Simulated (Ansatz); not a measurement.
# C8H16HfN2O: the cost of one run

The runs use Ansatz 0.2.0, Gaussian basis; the settings change from run to run.

### 1 The relaxed structure

The geometry comes from an earlier relaxation with PBE0-D4 in a triple-zeta def2 set; it is a stationary point, not always the lowest conformer. Hf takes a core potential in def2 sets; no spin-orbit term is included.

28 atoms, charge 0, spin multiplicity 1.

Atoms are counted from 1 here; the program's logs count them from 0.

Bond lengths: C1–O2 1.382 Å, C1–H13 1.097 Å, C1–H14 1.097 Å, C1–H15 1.098 Å, O2–Hf3 1.932 Å, Hf3–N4 2.058 Å, Hf3–N5 2.052 Å, Hf3–C8 2.517 Å, Hf3–C9 2.519 Å, Hf3–C10 2.550 Å, Hf3–C11 2.578 Å, Hf3–C12 2.568 Å, N4–H16 1.007 Å, N4–H17 1.011 Å, N5–C6 1.440 Å, N5–C7 1.440 Å, C6–H18 1.101 Å, C6–H19 1.103 Å and more. Angles: O2–C1–H13 110.6°, O2–C1–H14 111.0°, O2–C1–H15 111.4°, H13–C1–H14 107.9°, H13–C1–H15 107.8°, H14–C1–H15 108.0°, C1–O2–Hf3 162.6°, O2–Hf3–N4 110.2°, O2–Hf3–N5 101.0°, O2–Hf3–C8 96.5°, O2–Hf3–C9 128.4°, O2–Hf3–C10 141.6°, O2–Hf3–C11 112.7°, O2–Hf3–C12 88.7°, N4–Hf3–N5 101.9°, N4–Hf3–C8 136.4°, N4–Hf3–C9 116.0°, N4–Hf3–C10 85.9° and more.

### 2 wB97/def2-SVP

Set apart from the defaults: finite nuclei.

in.yaml

```yaml
crystal:
  periodic: [false, false, false]
  atoms:
    - {symbol: C, position_ang: [-1.370994, -1.507772, -2.699808]}
    - {symbol: O, position_ang: [-1.060913, -0.848613, -1.524823]}
    - {symbol: Hf, position_ang: [-0.254430, -0.376225, 0.166408]}
    - {symbol: N, position_ang: [-1.394001, -1.094602, 1.722813]}
    - {symbol: N, position_ang: [-0.652514, 1.635030, 0.242608]}
    - {symbol: C, position_ang: [-0.495558, 2.387208, 1.460803]}
    - {symbol: C, position_ang: [-0.926574, 2.487401, -0.884802]}
    - {symbol: C, position_ang: [2.137341, -0.584029, -0.589344]}
    - {symbol: C, position_ang: [2.176919, 0.038854, 0.680014]}
    - {symbol: C, position_ang: [1.759326, -0.906599, 1.637831]}
    - {symbol: C, position_ang: [1.472466, -2.116204, 0.963245]}
    - {symbol: C, position_ang: [1.715853, -1.919330, -0.408635]}
    - {symbol: H, position_ang: [-1.721126, -0.798591, -3.459459]}
    - {symbol: H, position_ang: [-2.164451, -2.247217, -2.538237]}
    - {symbol: H, position_ang: [-0.496515, -2.032264, -3.107432]}
    - {symbol: H, position_ang: [-1.171379, -1.792018, 2.414917]}
    - {symbol: H, position_ang: [-2.363090, -0.828125, 1.834364]}
    - {symbol: H, position_ang: [-1.393831, 2.983717, 1.683556]}
    - {symbol: H, position_ang: [0.353206, 3.089270, 1.412987]}
    - {symbol: H, position_ang: [-0.333045, 1.720628, 2.312854]}
    - {symbol: H, position_ang: [-1.068095, 1.895334, -1.791759]}
    - {symbol: H, position_ang: [-1.841585, 3.079313, -0.727175]}
    - {symbol: H, position_ang: [-0.110995, 3.204827, -1.072364]}
    - {symbol: H, position_ang: [2.388399, -0.118860, -1.532121]}
    - {symbol: H, position_ang: [2.461271, 1.062252, 0.875855]}
    - {symbol: H, position_ang: [1.662745, -0.734690, 2.699733]}
    - {symbol: H, position_ang: [1.118663, -3.028958, 1.419724]}
    - {symbol: H, position_ang: [1.572929, -2.649757, -1.191753]}
basis:
  gaussian: {orbitals: def2-SVP, nuclear_model: gaussian}
hamiltonian: {xc: {name: wB97}}
```

Run with:

```sh
> ansatz run in.yaml --threads 11 --pin off --events-out ev --progress --plain --max-ram 174080MiB --backend cpu
```

What time and memory should one allow on 11 threads of AMD EPYC 7R13, shared host?

About 6 s, with a peak of 1.1 GiB.
